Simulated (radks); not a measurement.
**The first electron to leave Sm⁸⁺**

Aim: remove one electron from each of the outer sub-shells of Sm⁸⁺ ([Kr] 4d10 4f(5/2: 2, 7/2: 0) 5s2 5p(1/2: 2, 3/2: 2)) in turn, let the ion relax, and find the cheapest removal. The parent's configuration is the lowest that an earlier search found at this level.

Method: Dirac Kohn-Sham, BLYP, spin-unpolarised, spherical densities, finite nucleus. Code: radks (a radial shooting solver on a logarithmic mesh, Libxc functionals) version 1.

5 further runs of the same task are left out: 1 that didn't finish, 4 set aside as unsound or not needed.

## 1. What is computed

```
element            : samarium (Z = 62)
charge             : +8
electrons          : 54
configuration      : [Kr] 4d10 4f(5/2: 2, 7/2: 0) 5s2 5p(1/2: 2, 3/2: 2)
nuclear rms radius : 5.0819 fm
```

A shell typed twice in an input gives the lower j, then the higher j.

## 2. The parent, Sm⁸⁺

The parent was computed earlier with the same settings: E = -10418.007855 hartree. Its outer levels (eV):

| level | occupation | energy (eV) |
| --- | --- | --- |
| 4p3/2 | 4 | -376.92 |
| 4d3/2 | 4 | -267.78 |
| 4d5/2 | 6 | -262.65 |
| 5s1/2 | 2 | -154.82 |
| 4f5/2 | 2 | -133.33 |
| 5p1/2 | 2 | -133.18 |
| 4f7/2 | 0 | -132.53 |
| 5p3/2 | 2 | -127.35 |

## 3. Remove 5p3/2: [Kr] 4d10 4f(5/2: 2, 7/2: 0) 5s2 5p(1/2: 2, 3/2: 1)

Input:

```text
Z 62
configuration [Kr] 4d10 4f2 4f0 5s2 5p2 5p1
relativity Dirac
functional b88,lyp
spin unpolarised
j_filling energy
nucleus finite rms 5.0819 fm
c 137.035999084
```

## 4. Remove 5p1/2: [Kr] 4d10 4f(5/2: 2, 7/2: 0) 5s2 5p(1/2: 1, 3/2: 2)

Input: that of step 3 with these lines changed.

```diff
@@ -1,3 +1,3 @@
 Z 62
-configuration [Kr] 4d10 4f2 4f0 5s2 5p2 5p1
+configuration [Kr] 4d10 4f2 4f0 5s2 5p1 5p2
 relativity Dirac
```

## 5. Remove 4f5/2: [Kr] 4d10 4f(5/2: 1, 7/2: 0) 5s2 5p(1/2: 2, 3/2: 2)

Input: that of step 4 with these lines changed.

```diff
@@ -1,3 +1,3 @@
 Z 62
-configuration [Kr] 4d10 4f2 4f0 5s2 5p1 5p2
+configuration [Kr] 4d10 4f1 4f0 5s2 5p2 5p2
 relativity Dirac
```

## 6. Remove 5s1/2: [Kr] 4d10 4f(5/2: 2, 7/2: 0) 5s1 5p(1/2: 2, 3/2: 2)

Input: that of step 5 with these lines changed.

```diff
@@ -1,3 +1,3 @@
 Z 62
-configuration [Kr] 4d10 4f1 4f0 5s2 5p2 5p2
+configuration [Kr] 4d10 4f2 4f0 5s1 5p2 5p2
 relativity Dirac
```

What does the calculation give? Wanted: for each run, case; final configuration; Δ-SCF; −ε of the level emptied.

As calculated:

| case | final configuration | Δ-SCF (eV) | −ε of the level emptied (eV) |
| --- | --- | --- | --- |
| remove 5p3/2 | [Kr] 4d10 4f(5/2: 2, 7/2: 0) 5s2 5p(1/2: 2, 3/2: 1) | 135.41 | 127.35 |
| remove 5p1/2 | [Kr] 4d10 4f(5/2: 2, 7/2: 0) 5s2 5p(1/2: 1, 3/2: 2) | 141.53 | 133.18 |
| remove 4f5/2 | [Kr] 4d10 4f(5/2: 1, 7/2: 0) 5s2 5p(1/2: 2, 3/2: 2) | 146.78 | 133.33 |
| remove 5s1/2 | [Kr] 4d10 4f(5/2: 2, 7/2: 0) 5s1 5p(1/2: 2, 3/2: 2) | 163.65 | 154.82 |

In words: Removal from 5p3/2 costs least (135.41 eV), ahead of 5p1/2 (141.53 eV). 5p3/2 is also the highest occupied level of the parent. NIST lists 141 eV (theoretical); its ground configuration differs from the one found lowest here for the parent and the ion. Spin polarisation and multiplet splitting are left out, so open shells lie too high by an amount that depends on their filling.
